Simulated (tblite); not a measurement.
# C3H2BrNSSe: the cost of one run

Computed with tblite 0.8.0 (tight binding) and PySCF 2.14.0 (DFT, with response routines of our own); each step states its level. Atoms count from 0 throughout.

## Step 1: The molecule as given

9 atoms, charge 0, multiplicity 1; geometry from: UFF geometry. This is the first candidate.

Bonds of the start (Å): C1–C5 1.41, C1–N2 1.36, C4–C5 1.39, C4–H8 1.08, C5–Br6 1.92, N2–S3 1.67, S3–C4 1.65, Se0–C1 1.93, Se0–H7 1.54.

## Step 2: GFN2-xTB relaxation, isomer A, conformer 1

Job settings and geometry (Å):

```
{"job": {"xc": "GFN2-xTB", "basis": "xTB", "kind": "relax"}, "charge": 0, "multiplicity": 1}
Se     2.481300    -0.252700    -0.540100
C      0.602800    -0.491100    -0.166900
N      0.143700    -1.708100     0.241300
S     -1.494800    -1.458700     0.447000
C     -1.639200     0.144100     0.069300
C     -0.352900     0.541500    -0.264900
Br     0.062000     2.335000    -0.798300
H      2.740100     0.148300     0.927000
H     -2.529600     0.747700     0.060400
```

The run is started by

```
OMP_NUM_THREADS=1 python ens_run.py task.json out
```

One launch serves the whole session.

Q: Estimate the wall time of this first job on 1 thread of Intel Xeon at 2.50GHz, shared host.

About 2.5 s.
